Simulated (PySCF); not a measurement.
# C6H10BNO: magnetic properties

Programs: PySCF 2.14.0, with routines of our own; each step states its level. All values are computed. Atoms count from 0.

## (1) The starting structure

19 atoms, charge 0, multiplicity 1; geometry from: GFN2-xTB.

## (2) Magnetic properties: GIAO CAM-B3LYP/pcSseg-1

Job settings and geometry (Å):

```
{"job": {"kind": "mag", "xc": "CAM-B3LYP", "basis": "pcSseg-1", "isotopologues": 0}, "charge": 0, "multiplicity": 1}
C      1.758218     2.101221     0.397985
C      1.356698     0.857329     0.335976
C      0.441971    -0.241507     0.714895
B     -1.027893    -0.303967     0.165984
C     -1.280972    -0.031971    -1.358759
C     -2.173768    -0.669894     1.179394
N      1.576207    -0.362323    -0.213426
C      1.929943    -1.021722    -1.321394
O      1.497796    -2.094727    -1.661190
H      1.255088     2.813564     1.025908
H      2.606135     2.446893    -0.167798
H      0.651401    -0.690688     1.685861
H     -2.308999     0.222738    -1.602334
H     -1.044902    -0.948849    -1.902855
H     -0.630763     0.735975    -1.776359
H     -3.170271    -0.653659     0.747826
H     -2.170553     0.005201     2.034508
H     -2.009305    -1.665024     1.591272
H      2.734166    -0.489339    -1.867792
```

Level: GIAO CAM-B3LYP/pcSseg-1 magnetisability, rotational g tensor and spin-rotation constants, non-relativistic, gas phase.

Run with:

```
> OMP_NUM_THREADS=1 python excited_run.py task.json out
```

This one command runs all jobs of the session in turn.

Q: Estimate the wall time and peak memory of this first job on 1 thread of Intel Xeon at 2.50GHz, shared host.

About 2.7 min, with a peak of 1.1 GiB.
